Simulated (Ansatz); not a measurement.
**Hf2Pd2Se2Br2O3 in Ansatz: the effect of functional**

Hf2Pd2Se2Br2O3:

```
Hf Pd Se Br O
1.0
     5.76069    0.00496   -0.00286
    -0.52750    5.84664    0.03413
    -1.48435   -0.92642    6.64586
Hf Pd Se Br O
2 2 2 2 3
Direct
  0.74540 0.39602 0.34989
  0.28763 0.45322 0.59401
  0.90854 0.13294 0.84849
  0.25249 0.90323 0.35874
  0.63469 0.40355 0.93716
  0.62597 0.78174 0.53023
  0.85273 0.99089 0.15355
  0.22526 0.82084 0.86223
  0.96040 0.28925 0.59026
  0.43233 0.24524 0.40864
  0.07457 0.58308 0.36682
```

The cell was built by a generator and needn't be a form met in nature.

Alike in all runs:

| Quantity | Value |
| --- | --- |
| Program | Ansatz 0.2.0 |
| Task | band structure |
| Potentials or basis | all-electron LAPW, scalar-relativistic |
| Cutoff | 420 eV (chosen from the basis error) |
| Basis error allowed | 0.002 eV/atom |
| k mesh | 4 × 4 × 3 |
| Occupations | fermi-dirac, width 0.05 eV |
| Spin | no spin polarisation |

```csv
functional,gap on the mesh (eV),pressure (GPa),largest force (eV/Å)
RPBE,0.25,2.8,0.14
PBE,0.22,0.0,0.01
LDA,?,?,?
```

What does the run with functional LDA give?

gap on the mesh 0.17 eV; pressure -7.2 GPa; largest force 0.55 eV/Å.

Caveats: spin-orbit coupling is left out, which moves the levels of the heavy elements.

A k mesh can miss the band edges.
